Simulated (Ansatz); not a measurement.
## HfMg₃, space group I4/mmm: Fermi-surface readings, step by step

Computed with the Ansatz DFT code, driven from Python.

The script reads `hfmg3.extxyz`:
```text
4
Lattice="-2.226353 2.226353 4.48462 2.226353 -2.226353 4.48462 2.226353 2.226353 -4.48462" Properties=species:S:1:pos:R:3 pbc="T T T"
Mg    0.00000000    0.00000000    4.48462000
Mg    2.22635300    0.00000000    2.24231000
Mg   -0.00000000    2.22635300    2.24231000
Hf    0.00000000    0.00000000    0.00000000
```

Run as a notebook:

**Cell 1**
```python
import ansatz as az
```

**Cell 2**
```python
FUNCTIONAL = 'revpbe'
MAX_ITERATIONS = 150
SMEARING = 'Fermi-Dirac'
SIGMA = 0.3
KGRID = (6, 6, 6)
```

**Cell 3**
```python
xtal = az.Crystal.from_extxyz('hfmg3.extxyz')
```

**Cell 4**
```python
[site.symbol for site in xtal.resolved().sites]
```
Output:
```text
['Mg', 'Mg', 'Mg', 'Hf']
```

**Cell 5**
```python
calculation = (
    xtal.calculation()
    .functional(FUNCTIONAL)
    .basis(28 * az.Ry, xc_grid=3)
    .pseudopotentials('paw')
    .scf(max_iterations=MAX_ITERATIONS, lower_state_search='standard', algorithm='density_mixing')
    .occupations(SMEARING, width=SIGMA)
    .kpoints(*KGRID)
    .eigenstates(nscf_kmesh=(10, 10, 10), level_slopes=True)
)
surface = calculation.run().fermi_surface().to_plain()
for way, reading in surface.items():
    if reading:
        rho_lambda = [f'{v:.3e}' for v in reading['resistivity_times_mean_free_path_ohm_m2']]
        print(f'{way:24s} area {reading["spin_summed_area_per_ang2"]:8.3f} 1/A^2  rho*lambda (ohm m^2) {rho_lambda}')
```
Output:
```text
DeckWarning: basis.ecutwfc = 380.959407443832 eV is below the records' recommended 420 eV, and the density's cutoff is lower with it unless basis.ecutrho_ratio is high enough to keep the records' density cutoff: compare with a run at a higher cutoff
by_tetrahedra            area   22.006 1/A^2  rho*lambda (ohm m^2) ['1.702e-15', '1.702e-15', '1.016e-15']
by_slopes                area   22.681 1/A^2  rho*lambda (ohm m^2) ['1.712e-15', '1.712e-15', '9.454e-16']
on_every_second_point    area   17.734 1/A^2  rho*lambda (ohm m^2) ['1.894e-15', '1.894e-15', '1.461e-15']
```

Notes:
- These settings explore the input space; cutoff and mesh may be short of convergence.
- The cutoff lies under the one recommended for these potentials.
- Spin is left out of this run.
- The mesh is modest for a metal, so energies can be off by several to tens of meV an atom and pressures by half a GPa or more; differences at equal mesh fare better.
- Spin-orbit coupling, which matters for elements this heavy, is left out.
- The structure comes from a database of computed cells and needn't be a stable or known phase.
- Warnings are shown shortened and without file and line.
- The three readings differ by the mesh error.
- Hardware and time: 16 s on 1 thread of Arm Neoverse V2, with other jobs on the host, peak memory 0.49 GiB.
